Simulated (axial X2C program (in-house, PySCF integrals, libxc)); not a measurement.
# TeTi: properties at the nuclei

Aim: properties at the nuclei of TeTi, with spin–orbit coupling in the Hamiltonian from the start.

The runs use an in-house X2C program for linear molecules on PySCF integrals; two-component X2C with atomic mean-field terms, Te dyall-cv3z, Ti dyall-cv3z.

All values are calculated.

## 1. Set-up

The input, task.json:

```json
{"zs": [52, 22], "q": 0, "bas": ["dyall-cv3z", "dyall-cv3z"], "r0": 2.45, "levels": ["PBE0", "HF", "TPSSh", "LDA", "BHandHLYP"], "nst": 3}
```

Keys: zs atomic numbers; q charge; bas basis sets; r0 starting distance in Å; levels methods (HF also brings MP2); nst determinants followed.

On the command line:

```bash
> python soeom.py task.json out
```

The runs that follow: Expectation values, lowest determinant; Expectation values, a higher determinant; Expectation values, a higher determinant.

Q: Predict the outcome of this session. Wanted: lowest determinant; Eeff magnitude; Ws magnitude Te; A∥/gI Te; qzz Te; higher determinant (for each run or level that gives them).

The runs gave:

```
                                        quantity                                            value
                              lowest determinant  Ω = 1 (excess of +ω over −ω: ω = -1/2, ω = 3/2)
                    Eeff magnitude (GV/cm), PBE0                                            0.884
                     Ws magnitude Te (kHz), PBE0                                            0.705
                            A∥/gI Te (MHz), PBE0                                            -69.1
                             qzz Te (a.u.), PBE0                                             0.45
                              higher determinant   Ω = 3 (excess of +ω over −ω: ω = 1/2, ω = 5/2)
Eeff magnitude (GV/cm), PBE0, higher determinant                                            0.947
 Ws magnitude Te (kHz), PBE0, higher determinant                                            0.249
        A∥/gI Te (MHz), PBE0, higher determinant                                             2.03
         qzz Te (a.u.), PBE0, higher determinant                                             0.38
                              higher determinant   Ω = 2 (excess of +ω over −ω: ω = 1/2, ω = 3/2)
Eeff magnitude (GV/cm), PBE0, higher determinant                                            0.574
 Ws magnitude Te (kHz), PBE0, higher determinant                                            0.119
        A∥/gI Te (MHz), PBE0, higher determinant                                            -5.69
         qzz Te (a.u.), PBE0, higher determinant                                             0.22
```

In the first state, the effective field runs from 0.202 to 1.03 GV/cm over the mean-field levels, so the levels don't agree on it. The expectation values come from single determinants, which for open shells can mix terms of unlike spin or miss the lowest Ω, so a determinant need not be a state. Eeff is the effective electric field on the electron dipole moment in this Ω state and Ws the scalar–pseudoscalar constant (defined with the proton number Z and per Ω); A∥ is the parallel hyperfine constant, which follows by multiplying with the nuclear g factor gI = μI/(I μN); qzz is the electric field gradient, eQq0 = 234.96 MHz × Q/barn × qzz; μ is positive if Ti is the positive end. The operators were transformed with the bare-nucleus X2C matrices. A second determinant lies within 0.1 eV of the first, so their order is not settled at this level.
